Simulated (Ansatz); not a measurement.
Write the native input for Ansatz 0.2.0 that does the following.

- Task: relaxation of the atoms
- Functional: PBE
- Dispersion: D3(BJ)-ATM
- Potentials or basis: Ansatz PAW
- Cutoff: 420 eV (not typed: the program's choice for these potentials)
- k mesh: 5 × 5 × 1
- Occupations: fermi-dirac, width 0.05 eV
- Spin: no spin polarisation
- Boundary along the surface normal: dipole_correction
- Atoms held (counted from 0): [0, 1, 2, 3]
- Miller: [0, 0, 1]
- Adsorbate: I2
- Bulk formula: MoS2

The system is Mo2S4I, a slab with vacuum.

```
S Mo I
1.0
     6.32600    0.00000    0.00000
    -3.16300    5.47848    0.00000
     0.00000    0.00000   23.76749
S Mo I
8 4 2
Cartesian
  3.1630 1.8262 8.0000
  1.5815 4.5654 8.0000
  0.0000 1.8262 8.0000
  -1.5815 4.5654 8.0000
  3.1630 1.8262 11.0035
  1.5815 4.5654 11.0035
  0.0000 1.8262 11.0035
  -1.5815 4.5654 11.0035
  1.5815 0.9131 9.5021
  0.0000 3.6523 9.5021
  4.7445 0.9131 9.5021
  3.1630 3.6523 9.5021
  1.5815 2.7392 13.1235
  1.5815 2.7392 15.8875
```

The cell isn't the ideal one: I2 (upright) over a hollow site of the (0 0 1) slab of MoS2, cut from the database cell, not relaxed.

These files were run (other wordings do the same):

input.yaml

```yaml
crystal:
  lattice:
    - [6.3260014271, 0.0, 0.0]
    - [-3.1630007137, 5.4784779403, 0.0]
    - [0.0, 0.0, 23.767493365]
  atoms:
    - { symbol: S, position: [0.6666666667, 0.3333333333, 0.3365941825] }
    - { symbol: S, position: [0.6666666667, 0.8333333333, 0.3365941825] }
    - { symbol: S, position: [0.1666666667, 0.3333333333, 0.3365941825] }
    - { symbol: S, position: [0.1666666667, 0.8333333333, 0.3365941825] }
    - { symbol: Mo, position: [0.3333333333, 0.1666666667, 0.3997919639] }
    - { symbol: Mo, position: [0.3333333333, 0.6666666667, 0.3997919639] }
    - { symbol: Mo, position: [0.8333333333, 0.1666666667, 0.3997919639] }
    - { symbol: Mo, position: [0.8333333333, 0.6666666667, 0.3997919639] }
    - { symbol: S, position: [0.6666666667, 0.3333333333, 0.4629639818] }
    - { symbol: S, position: [0.6666666667, 0.8333333333, 0.4629639818] }
    - { symbol: S, position: [0.1666666667, 0.3333333333, 0.4629639818] }
    - { symbol: S, position: [0.1666666667, 0.8333333333, 0.4629639818] }
    - { symbol: I, position: [0.5, 0.5, 0.5521614401] }
    - { symbol: I, position: [0.5, 0.5, 0.6684547302] }
hamiltonian:
  xc: pbe
  pseudopotentials: { kind: paw }
  dispersion: d3bjatm
kpoints:
  mp_grid: { grid: [5, 5, 1] }
scf:
  occupations: { method: fermi_dirac, width: 0.05 }
output:
  forces: true
  eigenvalues: true
  write_density: true
  write_potential: true
  elf: true
  volumetric_format: npy
relax:
  f_tol: 0.02
  max_steps: 40
  constraints: [{ sites: [0, 1, 2, 3] }]
efield:
  axis: 3
  dipole_correction: true
  ramp_width: 0.04
```

Potentials or basis: Ansatz PAW.

The run is started by

```sh
$ ansatz run input.yaml --threads 4 --pin off --max-ram 11264MiB --backend cpu --events-out ev --progress --plain --runs-dir out
```

It gave:

```yaml
Energy_gained_by_relaxing: 97.6 meV/atom
Ionic_steps: 7
Largest_force_after_relaxing: 0.016 eV/Å
Band_gap_on_the_k_mesh: 1.40 eV, indirect (least direct gap 1.44 eV)
Work_function_of_the_upper_face: 5.26 eV
Work_function_of_the_lower_face: 5.01 eV
Dipole_across_the_slab: -0.046 e·Å
```

Caveat: odd divisions of the mesh miss points on the zone boundary, where band edges often lie, so the gap on the mesh can be too wide; spin-orbit coupling is left out, which moves the levels of the heavy elements.

Wall time 92 s on 4 threads of Arm Neoverse V2, with other jobs on the host, peak memory 1.7 GiB.
